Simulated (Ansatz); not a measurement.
# HNRu: the cost of one run

Program: Ansatz 0.2.0, Gaussian basis. Level of theory: def2-SVP, all electrons in the functionals, frozen cores in the correlation of double hybrids and RPA. These are calculated values, not measurements.

Plan: wB97M-V, B2PLYP, RKS PBE0, RPA-PBE, at charge 0, singlet; charge 0, triplet; charge 1, doublet; displaced geometry v1; displaced geometry v2 (not every functional at every point).

11 further runs of the same task are left out: 5 that didn't finish, 6 set aside as unsound or not needed.

## 1. The system

The geometry is a PBE0/def2-TZVP stationary point (not a proven minimum). No spin-orbit coupling is included. Elements past krypton take def2 core potentials.

3 atoms, charge 0, spin multiplicity 1.

Atoms are counted from 1 here; the program's logs count them from 0.

Bond lengths: Ru1–N2 1.639 Å, N2–H3 1.031 Å. Angles: Ru1–N2–H3 149.8°.

No dispersion term is added; wB97M-V holds VV10 nonlocal correlation.

The geometry shown and the zero of energy belong to the point charge 0, singlet. The yardstick, UCCSD(T), and other wave-function levels (R restricted, U unrestricted, valence and pair active spaces) come from earlier runs.

## 2. wB97M-V, charge 0, singlet

in.yaml

```yaml
crystal:
  periodic: [false, false, false]
  atoms:
    - {symbol: Ru, position_ang: [0.000000, -0.096028, 1.397129]}
    - {symbol: N, position_ang: [0.000000, -0.186431, -0.239279]}
    - {symbol: H, position_ang: [0.000000, 0.282460, -1.157849]}
basis:
  gaussian: {orbitals: def2-SVP}
magnetization: {spin_polarized: true, initial_magnetization: 0}
hamiltonian: {xc: {name: wB97M-V}}
output: {orbitals: {seedname: orbitals}}
```

Run with:

```sh
ansatz run in.yaml --threads 1 --pin off --events-out ev --progress --plain --max-ram 2393MiB
```

**Question.** How long does this run take on 1 thread of AMD EPYC, shared host, and how much memory does it need?

About 2.5 min, with a peak of 0.25 GiB.
